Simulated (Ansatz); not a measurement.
# WO2(OH)2 (H2WO4): geometry, orbitals and charge

Aim: characterise WO2(OH)2 (H2WO4) as a singlet: its structure, frontier levels and distribution of charge.

Method: RKS PBE0-D4/def2-TZVP; program: Ansatz 0.2.0, Gaussian basis.

Plan: relaxation at PBE-D4/def2-SVP; a search for the lowest solution at PBE0-D4/def2-SVP; a single point at PBE0-D4/def2-TZVP; harmonic vibrations at PBE-D4/def2-SVP.

**1. The starting structure**

7 atoms, charge 0, spin multiplicity 1.

Atoms are counted from 1 here; the program's logs count them from 0.

Bond lengths: W1–O2 1.695 Å, W1–O3 1.695 Å, W1–O4 1.866 Å, W1–O6 1.865 Å, O4–H5 0.967 Å, O6–H7 0.967 Å. Angles: O2–W1–O3 110.5°, O2–W1–O4 109.1°, O2–W1–O6 109.4°, O3–W1–O4 109.3°, O3–W1–O6 109.3°, O4–W1–O6 109.2°, W1–O4–H5 162.8°, W1–O6–H7 163.7°.

Coordinates:

```csv
atom,x (Å),y (Å),z (Å)
W1,0.3346,0.0807,0.2573
O2,0.2243,0.3770,1.9225
O3,1.9488,0.1582,-0.2542
O4,-0.6644,1.3629,-0.6593
H5,-1.0017,2.2046,-0.9952
O6,-0.3487,-1.6139,-0.1173
H7,-0.4929,-2.5694,-0.1538
```

Formally the metal is d0. W takes a core potential in the def2 sets. No spin-orbit coupling is included.

The start is a GFN2-xTB geometry.

**2. Relaxation at PBE-D4/def2-SVP**

The input, in.yaml:

```yaml
crystal:
  periodic: [false, false, false]
  atoms:
    - {symbol: W, position_ang: [0.334610, 0.080700, 0.257260]}
    - {symbol: O, position_ang: [0.224330, 0.376960, 1.922540]}
    - {symbol: O, position_ang: [1.948790, 0.158160, -0.254160]}
    - {symbol: O, position_ang: [-0.664440, 1.362910, -0.659340]}
    - {symbol: H, position_ang: [-1.001660, 2.204610, -0.995220]}
    - {symbol: O, position_ang: [-0.348710, -1.613920, -0.117310]}
    - {symbol: H, position_ang: [-0.492920, -2.569430, -0.153780]}
basis:
  gaussian: {orbitals: def2-SVP}
hamiltonian: {xc: pbe, dispersion: d4}
scf: {omitted_lower_state_checks: [starts]}
output: {orbitals: {seedname: orbitals}}
relax: {f_tol: 0.02, max_steps: 100}
```

Run with:

```sh
$ ansatz run in.yaml --threads 4 --pin off --events-out ev --progress --plain --max-ram 3916MiB
```

The runs that follow: Searching for the lowest solution, PBE0-D4/def2-SVP; Single point, PBE0-D4/def2-TZVP; Harmonic vibrations.

**Question.** What will the summary of the whole plan be? Wanted: point group; near neighbours of the metal; HOMO, LUMO at PBE0-D4/def2-TZVP; charge on the metal; dipole at PBE-D4/def2-SVP; lowest, highest wavenumber.

The runs gave:

| quantity | value |
| --- | --- |
| point group | C2 |
| near neighbours of the metal | O 1.73, O 1.73, O 1.90, O 1.90 Å |
| HOMO, LUMO at PBE0-D4/def2-TZVP | -8.93, -1.78 eV |
| charge on the metal (Mulliken, PBE0-D4/def2-TZVP) | +1.53 e |
| dipole at PBE-D4/def2-SVP | 2.89 D |
| lowest, highest wavenumber | 164, 3759 cm⁻¹ |

In words: The molecule keeps its bonding pattern by the stored test; the atoms moved 0.28 Å (rms), and the angle W1–O6–H7 went from 164° to 126°. The metal has 4 near neighbours by the distance rule, from 1.73 to 1.90 Å. The Mulliken charge of the metal, +1.53 e, depends on the basis and isn't its oxidation state. All wavenumbers are real: a minimum at this level. Whether this spin is the lowest isn't tested here. The point group is read from a loosely relaxed geometry; soft torsions can leave it below the true symmetry.
